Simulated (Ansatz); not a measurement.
# K+ with GeH4: structure and interaction energy

An exercise on one series of results from a longer session: the logs are not shown, and one member is left open.

Method: PBE0-D4 structure, single points in def2-TZVPPD; program: Ansatz 0.2.0, Gaussian basis.

Levels: PBE-D4, revPBE-D4, BLYP-D4, r2SCAN-D4, B97M-V, PBE0-D4, B3LYP-D4, HSE06-D4, wB97X-V, wB97M-V, B2PLYP, Hartree-Fock, MP2, CCSD, CCSD(T). The reference is CCSD(T) extrapolated to the basis limit. For elements past Ar these valence bases correlate outer-core shells poorly and lack relativity, so that limit is rough.

Correlated methods freeze the cores. Filled d shells of the heavier atoms are correlated. The outer core shell of Li, Na, Mg and K is correlated. B3LYP uses VWN-RPA correlation. B2PLYP carries no dispersion term here.

163 further runs of the same task are left out: 163 set aside as unsound or not needed.

## Starting geometry

The pair, from a GFN2-xTB docking trial: 6 atoms, charge 1, spin multiplicity 1.

Atoms are counted from 1 here; the program's logs count them from 0.

Bond lengths: K1–H5 2.886 Å, Ge2–H3 1.479 Å, Ge2–H4 1.484 Å, Ge2–H5 1.581 Å, Ge2–H6 1.481 Å. Angles: H3–Ge2–H4 113.2°, H3–Ge2–H5 105.1°, H3–Ge2–H6 113.9°, H4–Ge2–H5 105.4°, H4–Ge2–H6 112.8°, H5–Ge2–H6 105.3°, K1–H5–Ge2 157.0°.

Coordinates:

```xyz
6

K     0.03560   -0.01810   -3.58750
Ge   -0.02450    0.01240    0.79730
H     0.73190   -1.03600    1.51550
H    -1.49390   -0.18480    0.85210
H     0.36740   -0.16550   -0.72440
H     0.38340    1.39200    1.14700
```

Atoms 1 to 1 are fragment A (K+), the rest fragment B (GeH4).

Set-up of the first run:

pre/in.yaml reads:

```yaml
crystal:
  periodic: [false, false, false]
  atoms:
    - {symbol: K, position_ang: [0.035600, -0.018100, -3.587500]}
    - {symbol: Ge, position_ang: [-0.024500, 0.012400, 0.797300]}
    - {symbol: H, position_ang: [0.731900, -1.036000, 1.515500]}
    - {symbol: H, position_ang: [-1.493900, -0.184800, 0.852100]}
    - {symbol: H, position_ang: [0.367400, -0.165500, -0.724400]}
    - {symbol: H, position_ang: [0.383400, 1.392000, 1.147000]}
basis:
  gaussian: {orbitals: def2-SVP}
total_charge: 1
hamiltonian: {xc: pbe, dispersion: d4}
relax: {f_tol: 0.03, max_steps: 250}
```

Command:

```sh
ansatz run in.yaml --threads 2 --pin off --events-out ev --progress --plain --max-ram 5222MiB
```

Among the steps run: A first relaxation in a small basis; Relaxation at PBE0-D4; wB97X-V/def2-TZVPPD; wB97M-V/def2-TZVPPD; B2PLYP/def2-TZVPPD; B97M-V/def2-TZVPPD; CCSD(T)/def2-TZVPPD; MP2/def2-QZVPPD; Hartree-Fock/STO-3G; SPW92/def2-SVP; wB97M-V/def2-SVP; CCSD(T)/def2-SVP; Vibrations of the pair.

One table of the session follows, with a row left open; its other results are not shown here.

| method | interaction (kJ/mol) |
| --- | --- |
| PBE-D4 | -29.26 |
| revPBE-D4 | -32.13 |
| BLYP-D4 | -34.17 |
| r2SCAN-D4 | -22.66 |
| B97M-V | ? |
| PBE0-D4 | -27.86 |
| B3LYP-D4 | -32.42 |
| HSE06-D4 | -27.89 |
| wB97X-V | -22.65 |
| wB97M-V | -23.00 |
| B2PLYP | -22.02 |
| Hartree-Fock | -20.55 |
| MP2 | -21.78 |
| CCSD | -21.43 |
| CCSD(T) | -21.53 |
| CCSD(T)/CBS | -22.10 |

Estimate the missing values for B97M-V.

The run gave: interaction (kJ/mol): -24.43. In the column «interaction (kJ/mol)» it lies between PBE0-D4 (-27.86) and wB97M-V (-23.00).
